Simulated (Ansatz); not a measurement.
# BN: the cost of one run

Computed with Ansatz 0.2.0 (DFT LDA, scalar-relativistic, plane waves, PAW, unless a step's input says otherwise).

### Step 1. The structure to begin with

The structure is hexagonal, space group P6_3mc (No. 186). The conventional cell has a = 2.554 Å, b = 2.554 Å, c = 4.227 Å, α = 90.00°, β = 90.00°, γ = 120.00°. B (site symmetry 3m) has 4 N at 1.57 to 1.58 Å as nearest neighbours. N (site symmetry 3m) has 4 B at 1.57 to 1.58 Å as nearest neighbours.

Coordinates:

```xyz
4
Lattice="2.5539 0.0000 0.0000 -1.2770 2.2118 0.0000 0.0000 0.0000 4.2269" Properties=species:S:1:pos:R:3 pbc="T T T"
B     1.2770    0.7373    4.2257
B     0.0000    1.4745    2.1123
N     1.2770    0.7373    2.6430
N     0.0000    1.4745    0.5295
```

It goes back to an entry of the Materials Project, which need not be the stable form.

No relaxation comes first: the listed cell is the starting point.

### Step 2. The reference cell

The reference gives a free energy of -1052.8278 eV, pressure -13.75 GPa, largest force 0.023 eV/Å and gap on the mesh 4.99 eV. It was computed beforehand with the settings of the runs below.

### Step 3. Setting up a two-dimensional strain map

The cell is strained by p along both x and y and by q along z, with fractional coordinates fixed.

### Step 4. At p = -0.080, q = -0.080

Contents of input.yaml:

```yaml
crystal:
  lattice:
    - [2.3496244336, 0.0, 0.0]
    - [-1.1748122168, 2.0348344488, 0.0]
    - [0.0, 0.0, 3.8887066]
  atoms:
    - { symbol: B, position: [0.6666666667, 0.3333333333, 0.999724] }
    - { symbol: B, position: [0.3333333333, 0.6666666667, 0.499724] }
    - { symbol: "N", position: [0.6666666667, 0.3333333333, 0.625276] }
    - { symbol: "N", position: [0.3333333333, 0.6666666667, 0.125276] }
basis:
  ecutwfc: 420
kpoints:
  mp_grid: { grid: [12, 12, 6] }
hamiltonian:
  xc: lda
scf:
  occupations: { method: gaussian, width: 0.05 }
output:
  forces: true
  stress: true
  eigenvalues: true
```

The run is started by

```console
$ ansatz run input.yaml --threads 1 --pin off --max-ram 1228MiB --backend cpu --events-out ev --progress --plain --runs-dir out
```

What time and memory should one allow on 1 thread of an Arm CPU, shared host?

About 2.2 s, with a peak of 0.27 GiB.
